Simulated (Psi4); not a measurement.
# One shape, several levels: SiNH2F2 (SMILES [NH][SiH](F)F)

Aim: a comparison of 6 runs (UHF/3-21G, UHF/def2-SVPD, UB3LYP/6-31G*, UHSE06/def2-SVPD, USVWN5/def2-SVPD) of SiNH2F2. 

The calculation is run with Psi4 1.11.

1 further run of the same task is left out (set aside as unsound or not needed).

### 1 The system as given

SiNH2F2: 6 atoms, total charge 0, spin state doublet. SMILES: `[NH][SiH](F)F`. The Si2–F3 distance was set to 2.054 Å, away from the relaxed value.

Bond lengths: N1–Si2 1.727 Å, Si2–F4 1.587 Å, N1–H5 1.021 Å, Si2–H6 1.473 Å. Angles: N1–Si2–F4 114.0°, N1–Si2–H6 109.2°, F4–Si2–H6 109.3°, Si2–N1–H5 116.5°. A long bond or contact: Si2–F3 2.054 Å.

### 2 The energy at UHF/3-21G (run 1)

The input, f2h2nsi.json:

```json
{
  "schema_name": "qcschema_input",
  "schema_version": 1,
  "molecule": {
    "schema_name": "qcschema_molecule",
    "schema_version": 2,
    "symbols": ["N", "Si", "F", "F", "H", "H"],
    "geometry": [-0.83633042, 2.28775536, -1.55032942, -0.43306287, -0.06797723, 0.67331131, 2.98331063, -1.77898817, -0.00888171, -2.50533654, -2.23228056, 0.54934527, -2.63610558, 2.58066291, -2.17923028, -0.43457465, 1.06396872, 3.21555986],
    "molecular_charge": 0,
    "molecular_multiplicity": 2,
    "fix_symmetry": "c1",
    "fix_com": true,
    "fix_orientation": true
  },
  "driver": "energy",
  "model": {
    "method": "scf",
    "basis": "3-21G"
  },
  "keywords": {
    "reference": "uhf",
    "puream": true,
    "e_convergence": 1e-09,
    "d_convergence": 1e-08,
    "scf_type": "pk",
    "maxiter": 100,
    "scf_properties": ["WIBERG_LOWDIN_INDICES", "MULLIKEN_CHARGES", "DIPOLE"]
  }
}
```

Launch:

```sh
$ psi4 --qcschema f2h2nsi.json -n 1 --memory 2200MB
```

stdout:

```text
[...]
  Running in c1 symmetry.
[...]
  Nuclear repulsion =  161.757783652763010
[...]
  Multiplicity = 2
[...]
  Nalpha       = 21
  Nbeta        = 20
[...]
    Number of basis functions: 44
[...]
   @UHF iter   1:  -540.38723241703235   -1.35801e+00   1.13601e-02 ADIIS/DIIS
[...]
   @UHF iter  22:  -540.52769371704392   -3.41061e-13   4.26757e-09 DIIS
[...]
   @S^2 Observed:                7.572060267E-01
[...]
  @UHF Final Energy:  -540.52769371704392
   => Energetics <=
    Nuclear Repulsion Energy =            161.7577836527630097
    One-Electron Energy =               -1073.4784648528234356
    Two-Electron Energy =                 371.1929874830165090
    Total Energy =                       -540.5276937170439169
  UHF NO Occupations:
  HONO-2 :   19  A 1.9989835
  HONO-1 :   20  A 1.9984451
[...]
 Multipole Moments:
 ------------------------------------------------------------------------------------
     Multipole            Electronic (a.u.)      Nuclear  (a.u.)        Total (a.u.)
 ------------------------------------------------------------------------------------
 L = 1.  Multiply by 2.5417464519 to convert [e a0] to [Debye]
 Dipole X            :          9.2963083          -10.6861065           -1.3897982
 Dipole Y            :         18.1936552          -17.3941806            0.7994746
 Dipole Z            :         -4.1394937            4.4745540            0.3350603
 Magnitude           :                                                    1.6379756
[...]
  Mulliken Charges: (a.u.)
   Center  Symbol    Alpha    Beta     Spin     Total
       1     N     4.41650  3.32685  1.08965 -0.74336
       2    SI     6.14922  6.23113 -0.08191  1.61964
       3     F     4.75965  4.73012  0.02954 -0.48977
       4     F     4.75372  4.75518 -0.00146 -0.50890
       5     H     0.29426  0.36640 -0.07214  0.33934
       6     H     0.62664  0.59031  0.03633 -0.21696
   Total alpha = 21.00000, Total beta = 20.00000, Total charge = -0.00000
  Wiberg Bond Indices using Orthogonal Lowdin Orbitals:
[...]
```

The result, in JSON:

```text
{
 "driver": "energy",
 "model": {
  "method": "scf",
  "basis": "3-21G"
 },
 "success": true,
 "return_result": -540.5276937170439,
 "properties": {
  "calcinfo_nbasis": 44,
  "calcinfo_nmo": 44,
  "calcinfo_nalpha": 21,
  "calcinfo_nbeta": 20,
  "calcinfo_natom": 6,
  "nuclear_repulsion_energy": 161.757783652763,
  "return_energy": -540.5276937170439,
  "scf_one_electron_energy": -1073.4784648528234,
  "scf_two_electron_energy": 371.1929874830165,
  "scf_dipole_moment": [-1.3897981972005748, 0.7994745578817977, 0.33506027192906984],
  "scf_total_energy": -540.5276937170439,
  "scf_iterations": 22
 }
}
```

Run time: 2.4 s. Hardware: 1 thread of AMD EPYC 7R43 (Zen 3), shared host; peak memory 0.18 GiB.

### 3 The energy at UHF/def2-SVPD (run 2)

The input, f2h2nsi.xyz:

```xyz
6
F2H2NSi
N     -0.442567     1.210628    -0.820399
Si    -0.229167    -0.035972     0.356301
F      1.578700    -0.941400    -0.004700
F     -1.325767    -1.181272     0.290701
H     -1.394967     1.365628    -1.153199
H     -0.229967     0.563028     1.701601
```

The input, calc.py:

```python
import psi4

psi4.set_memory(2200000000)
psi4.set_num_threads(1)
psi4.core.set_output_file('psi4.out', False)

with open('f2h2nsi.xyz') as f:
    atoms = ''.join(f.readlines()[2:])
m = psi4.geometry('0 2\n' + atoms + 'symmetry c1')

psi4.set_options({
    'basis': 'def2-SVPD',
    'reference': 'uhf',
    'puream': True,
    'e_convergence': 1e-09,
    'd_convergence': 1e-08,
    'scf_type': 'pk',
    'maxiter': 100,
})

result, w = psi4.energy('hf', return_wfn=True)
psi4.oeprop(w, 'QUADRUPOLE', 'WIBERG_LOWDIN_INDICES', 'LOWDIN_CHARGES', title='HF')
print(f'hf energy: {result:.10f} Eh')
```

Launch:

```sh
$ python calc.py
```

psi4.out:

```text
[...]
  Running in c1 symmetry.
[...]
  Nuclear repulsion =  161.757783577090095
[...]
  Multiplicity = 2
[...]
  Nalpha       = 21
  Nbeta        = 20
[...]
    Number of basis functions: 106
[...]
   @UHF iter   1:  -543.00977650268010   -1.26681e+00   5.17081e-03 DIIS/ADIIS
[...]
   @UHF iter  21:  -543.17754587762033   -4.54747e-12   4.76161e-09 DIIS
[...]
   @S^2 Observed:                7.586442266E-01
[...]
    Orbital Energies [Eh]
    ---------------------
    Alpha Occupied:
       1A    -68.928674     2A    -26.340623     3A    -26.239453
       4A    -15.642844     5A     -6.276078     6A     -4.389311
       7A     -4.387206     8A     -4.386962     9A     -1.618125
      10A     -1.451625    11A     -1.196145    12A     -0.812478
      13A     -0.724796    14A     -0.719500    15A     -0.717196
      16A     -0.620533    17A     -0.597684    18A     -0.577888
      19A     -0.573711    20A     -0.544573    21A     -0.524502
    Alpha Virtual:
      22A      0.078084    23A      0.094283    24A      0.121254
      25A      0.138161    26A      0.175376    27A      0.188316
[...]
  @UHF Final Energy:  -543.17754587762033
   => Energetics <=
    Nuclear Repulsion Energy =            161.7577835770900947
    One-Electron Energy =               -1076.1399169277633519
    Two-Electron Energy =                 371.2045874730528681
    Total Energy =                       -543.1775458776203322
  UHF NO Occupations:
  HONO-2 :   19  A 1.9993561
  HONO-1 :   20  A 1.9971752
[...]
 Multipole Moments:
 ------------------------------------------------------------------------------------
     Multipole            Electronic (a.u.)      Nuclear  (a.u.)        Total (a.u.)
 ------------------------------------------------------------------------------------
 L = 1.  Multiply by 2.5417464519 to convert [e a0] to [Debye]
 Dipole X            :          0.2635730           -1.7648215           -1.5012485
 Dipole Y            :         -2.8704327            3.8081377            0.9377050
 Dipole Z            :          0.0528039            0.2540723            0.3068762
 Magnitude           :                                                    1.7964439
 L = 2.  Multiply by 1.3450342976 to convert [e a0^2] to [Debye ang]
 Quadrupole XX       :       -173.8102198          148.5421113          -25.2681085
 Quadrupole XY       :         21.1259587          -22.3757961           -1.2498374
[...]
```

Standard output:

```text
hf energy: -543.1775458776 Eh
```

Wall time 9 s (1 thread of AMD EPYC 7R43 (Zen 3), shared host); peak memory 0.42 GiB.

Runs 3 to 5 aren't shown in full; the table further down has their settings and results.

### 4 Energy and gradient at USVWN5/def2-SVPD (run 6)

The input, input.inp:

```
memory 2.2 GB

molecule geom {
  0 2
  N
  Si 1 R2
  F 2 R3 1 A3
  F 2 R4 1 A4 3 D4
  H 1 R5 2 A5 4 D5
  H 2 R6 4 A6 1 D6

  R2 = 1.727476
  R3 = 2.0539
  A3 = 107.88634
  R4 = 1.586993
  A4 = 114.03339
  D4 = -117.98876
  R5 = 1.020709
  A5 = 116.54767
  D5 = 26.58009
  R6 = 1.472628
  A6 = 109.32546
  D6 = 122.53041
  symmetry c1
  no_reorient
  no_com
}

set {
  basis                def2-SVPD
  reference            uks
  puream               true
  e_convergence        1e-09
  d_convergence        1e-08
  scf_type             pk
  dft_radial_points    99
  dft_spherical_points 590
  maxiter              100
}

e, wfn = gradient('scf', dft_functional={"name": "SVWN5", "x_functionals": {"LDA_X": {}}, "c_functionals": {"LDA_C_VWN": {}}}, return_wfn=True)
oeprop(wfn, 'DIPOLE', 'LOWDIN_CHARGES', 'WIBERG_LOWDIN_INDICES')
```

Launch:

```sh
$ psi4 -n 1 input.inp input.out
```

input.out:

```text
[...]
  Running in c1 symmetry.
[...]
  Nuclear repulsion =  161.757788543330037
[...]
  Multiplicity = 2
[...]
  Nalpha       = 21
  Nbeta        = 20
[...]
    Number of basis functions: 106
[...]
   @UKS iter   1:  -541.76068759173188   -3.66690e-01   7.09958e-03 DIIS/ADIIS
[...]
   @UKS iter  14:  -541.99735237800473   -1.25056e-12   4.27368e-09 DIIS
[...]
   @S^2 Observed:                7.525602290E-01
[...]
  @UKS Final Energy:  -541.99735237800473
   => Energetics <=
    Nuclear Repulsion Energy =            161.7577885433300366
    One-Electron Energy =               -1076.0331730539587625
    Two-Electron Energy =                 418.6809679026160325
    DFT Exchange-Correlation Energy =     -46.4029357699920340
    Empirical Dispersion Energy =           0.0000000000000000
    VV10 Nonlocal Energy =                  0.0000000000000000
    Total Energy =                       -541.9973523780047344
[...]
  -Total Gradient:
     Atom            X                  Y                   Z
    ------   -----------------  -----------------  -----------------
       1       -0.010444703927     0.014037371169    -0.012635765112
       2       -0.008390978172     0.087383846153    -0.005172353157
       3        0.000250106999    -0.089737308189     0.028828620120
       4        0.017596025935    -0.004527354932    -0.012969423682
       5        0.008415496400    -0.008910625174     0.006470833546
       6       -0.007387155905     0.001777436129    -0.004567085365
[...]
 Multipole Moments:
 ------------------------------------------------------------------------------------
     Multipole            Electronic (a.u.)      Nuclear  (a.u.)        Total (a.u.)
 ------------------------------------------------------------------------------------
 L = 1.  Multiply by 2.5417464519 to convert [e a0] to [Debye]
 Dipole X            :         -1.7241749            1.8490650            0.1248901
 Dipole Y            :         -1.0916119            2.5418644            1.4502525
 Dipole Z            :          2.2783926           -2.7930169           -0.5146244
 Magnitude           :                                                    1.5439132
[...]
```

Wall time 41 s (1 thread of AMD EPYC 7R43 (Zen 3), shared host); peak memory 0.68 GiB.

### 5 All runs side by side

| run | level | task | integration grid | energy (Eh) | dipole moment (D) | HOMO energy (eV) | LUMO energy (eV) | wall time |
| --- | --- | --- | --- | --- | --- | --- | --- | --- |
| 1 | UHF/3-21G | energy | – | -540.527694 | 4.16 | -12.44 | 1.26 | 2.4 s |
| 2 | UHF/def2-SVPD | energy | – | -543.177546 | 4.57 | -13.24 | 0.16 | 9 s |
| 3 | UB3LYP/6-31G* (spherical functions) | gradient | 99 radial × 590 angular | -545.124804 | 3.80 | -8.66 | -4.83 | 27 s |
| 4 | UB3LYP/6-31G* (Cartesian functions) | energy | 99 radial × 590 angular | -545.130324 | 3.79 | -8.67 | -4.84 | 23 s |
| 5 | UHSE06/def2-SVPD | energy | 99 radial × 590 angular | -544.537299 | 4.13 | -9.04 | -5.30 | 82 s |
| 6 | USVWN5/def2-SVPD | gradient | 99 radial × 590 angular | -541.997352 | 3.92 | -7.89 | -7.00 | 41 s |

### 6 Outcome

| quantity | value |
| --- | --- |
| run 6: total energy | -541.99735 Eh |
| run 6: dipole moment | 3.92 D |
| run 6: HOMO energy (highest over α and β) | -7.89 eV |
| run 6: LUMO energy (lowest over α and β) | -7.00 eV |
| run 6: ⟨S²⟩ | 0.753 |
| run 6: largest force on an atom | 4.847 eV/Å |

The dipole moment (its size) runs from 3.79 D (UB3LYP/6-31G*) to 4.57 D (UHF/def2-SVPD). The two ends differ in method and basis. Totals of different functionals can't be ranked against each other. All runs together took 3.1 min, the longest 82 s.
